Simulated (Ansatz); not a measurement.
**C5H2AlClF6O3: up Jacob's ladder to CCSD(T)**

An exercise on one series of results from a longer session: the logs are not shown, and one member is left open.

Computed with Ansatz 0.2.0, Gaussian basis. Level: functionals in def2-TZVPP, the program's frozen cores in correlated methods.

Plan: LDA (SPW92), PBE-D4, revPBE-D4, BLYP-D4, r2SCAN-D4, B97M-V, PBE0-D4, B3LYP-D4, r2SCANh-D4, r2SCAN0-D4, HSE06-D4, BHLYP-D4, CAM-B3LYP-D4, LC-ωPBE, ωB97X-V, ωB97M-V, B2PLYP, PBE-QIDH; CCSD(T)/def2-SVP; CCSD(T)/def2-TZVPP; MP2/def2-QZVPP; extrapolation to the limit; RPA on PBE.

## The geometry

The geometry comes from an earlier relaxation with PBE0-D4 in a triple-zeta def2 set; it is a stationary point, not always the lowest conformer.

SMILES `[OH][Al-]1([Cl])[O]C(C(F)(F)F)=CC(C(F)(F)F)=[O+]1`, 18 atoms, charge 0, spin multiplicity 1.

Atoms are counted from 1 here; the program's logs count them from 0.

Bond lengths: O1–Al2 1.681 Å, O1–H17 0.953 Å, Al2–Cl3 2.091 Å, Al2–O4 1.834 Å, Al2–O16 1.834 Å, O4–C5 1.260 Å, C5–C6 1.535 Å, C5–C10 1.388 Å, C6–F7 1.326 Å, C6–F8 1.331 Å, C6–F9 1.330 Å, C10–C11 1.388 Å, C10–H18 1.077 Å, C11–C12 1.535 Å, C11–O16 1.260 Å, C12–F13 1.326 Å, C12–F14 1.330 Å, C12–F15 1.331 Å. Angles: Al2–O1–H17 127.3°, O1–Al2–Cl3 118.5°, O1–Al2–O4 112.9°, O1–Al2–O16 113.0°, Cl3–Al2–O4 108.0°, Cl3–Al2–O16 108.0°, O4–Al2–O16 93.5°, Al2–O4–C5 126.6°, O4–C5–C6 113.7°, O4–C5–C10 126.4°, C6–C5–C10 119.9°, C5–C6–F7 110.0°, C5–C6–F8 111.8°, C5–C6–F9 109.5°, F7–C6–F8 108.5°, F7–C6–F9 108.7°, F8–C6–F9 108.4°, C5–C10–C11 119.6° and more.

The first run:

File in.yaml:

```yaml
crystal:
  periodic: [false, false, false]
  atoms:
    - {symbol: O, position_ang: [0.162118, -0.389336, 3.459370]}
    - {symbol: Al, position_ang: [-0.620733, 0.245644, 2.114353]}
    - {symbol: Cl, position_ang: [-2.349272, 1.383671, 2.409842]}
    - {symbol: O, position_ang: [0.500925, 1.193785, 1.015279]}
    - {symbol: C, position_ang: [0.664893, 1.019587, -0.221665]}
    - {symbol: C, position_ang: [1.597491, 2.051193, -0.871079]}
    - {symbol: F, position_ang: [1.134957, 3.276000, -0.659308]}
    - {symbol: F, position_ang: [1.705547, 1.861770, -2.183615]}
    - {symbol: F, position_ang: [2.809666, 1.953488, -0.332674]}
    - {symbol: C, position_ang: [0.113235, 0.003556, -0.990390]}
    - {symbol: C, position_ang: [-0.670878, -0.967614, -0.382493]}
    - {symbol: C, position_ang: [-1.218721, -2.138332, -1.210118]}
    - {symbol: F, position_ang: [-2.539732, -2.188717, -1.103378]}
    - {symbol: F, position_ang: [-0.709700, -3.279521, -0.754789]}
    - {symbol: F, position_ang: [-0.903297, -2.023050, -2.497566]}
    - {symbol: O, position_ang: [-0.986011, -1.018505, 0.836275]}
    - {symbol: H, position_ang: [0.951958, -0.922675, 3.469943]}
    - {symbol: H, position_ang: [0.319954, -0.049945, -2.046285]}
basis:
  gaussian: {orbitals: def2-TZVPP}
hamiltonian: {xc: lda}
output: {orbitals: {seedname: orbitals}}
```

The run is started by

```console
$ ansatz run in.yaml --threads 10 --pin off --events-out ev --progress --plain --max-ram 110592MiB --backend cuda --devices 0, --max-vram 75GiB
```

Among the steps run: LDA; PBE-D4 (GGA); revPBE-D4 (GGA); BLYP-D4 (GGA); r2SCAN-D4 (meta-GGA); B97M-V (meta-GGA); B3LYP-D4 (hybrid); r2SCANh-D4 (hybrid); r2SCAN0-D4 (hybrid); HSE06-D4 (hybrid); BHLYP-D4 (hybrid); CAM-B3LYP-D4 (range-separated); LC-ωPBE (range-separated); ωB97X-V (range-separated); ωB97M-V (range-separated); B2PLYP (double hybrid); PBE-QIDH (double hybrid).

One table of the session follows, with a row left open; its other results are not shown here.

It belongs to the step «Frontier levels by functional». 

| functional | HOMO (eV) | LUMO (eV) | gap (eV) |
| --- | --- | --- | --- |
| LDA (SPW92) | -7.66 | -4.87 | 2.79 |
| PBE-D4 | -7.43 | -4.54 | 2.89 |
| revPBE-D4 | -7.35 | -4.41 | 2.93 |
| BLYP-D4 | -7.29 | -4.41 | 2.88 |
| r2SCAN-D4 | -7.80 | -4.53 | 3.27 |
| B97M-V | -7.84 | -4.40 | 3.44 |
| PBE0-D4 | -8.81 | -3.81 | 5.00 |
| B3LYP-D4 | -8.56 | -4.01 | 4.54 |
| r2SCANh-D4 | ? | ? | ? |
| r2SCAN0-D4 | -9.04 | -3.81 | 5.23 |
| HSE06-D4 | -8.41 | -4.18 | 4.22 |
| BHLYP-D4 | -9.97 | -2.88 | 7.09 |
| CAM-B3LYP-D4 | -10.14 | -2.76 | 7.38 |
| LC-ωPBE | -11.44 | -1.68 | 9.76 |
| ωB97X-V | -11.09 | -1.66 | 9.43 |
| ωB97M-V | -10.99 | -1.69 | 9.30 |

Q: Estimate the row for r2SCANh-D4 from the others.

Worked estimate for «HOMO (eV)». Against the share of exact exchange, r2SCAN-D4 (0, -7.80), r2SCAN0-D4 (0.25, -9.04) give a slope of -4.96 per unit share; at 0.1 the line stands at -8.30.

The run gave: HOMO (eV): -8.30; LUMO (eV): -4.25; gap (eV): 4.06. In «HOMO (eV)» the line misses by 0.00.
